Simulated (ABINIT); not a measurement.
Be2S: single point with PBEsol

The system is Be2S.

```
Be S
1.0
     3.19912    0.00000    0.00000
     0.00000    3.19912    0.00000
     0.00000    0.00000    3.99222
Be S
2 1
Cartesian
  0.0000 1.5996 0.6728
  1.5996 0.0000 3.3194
  1.5996 1.5996 1.9961
```

The cell was built by a generator and needn't be a form met in nature.

The cell isn't the ideal one: cell stretched.

```json
{
  "Program": "ABINIT 10.8.3 (patched build)",
  "Task": "single point",
  "Functional": "PBEsol",
  "Potentials or basis": "JTH PAW PBE v2.0",
  "Cutoff": "435 eV",
  "k mesh": "6 × 6 × 5",
  "Occupations": "fermi-dirac, width 0.05 eV",
  "Spin": "no spin polarisation"
}
```

```
Largest force                                         : 0.146 eV/Å
Band gap on the k mesh                                : none (metal or under the smearing width)
Valence electrons inside the program's atomic spheres : Be 2.50; S 3.68
```

Forces in eV/Å, atoms in the order of the input:
```
Be   0.000  0.000  0.146
Be   0.000  0.000 -0.146
S    0.000  0.000  0.000
```

Levels at points of the mesh, in eV from the Fermi level:
```
           k point  band 4  band 5  band 6  band 7  band 8  band 9  band 10  band 11
(0.00, 0.00, 0.00)   -5.03   -3.44   -2.63   -2.63    3.50    4.48     6.95     6.97
(0.50, 0.00, 0.00)   -7.27   -4.30   -1.82   -0.39   -0.26    3.72     5.59     5.64
(0.50, 0.50, 0.00)   -5.80   -5.80   -3.65   -1.83    1.77    2.90     2.90     6.19
```

Wall time 12 s on 1 thread of Intel(R) Xeon(R) Platinum 8488C (Sapphire Rapids), with other jobs on the host, peak memory 0.09 GiB.

Caveat: the PAW data sets were made with another functional, which shifts forces and pressure a little.
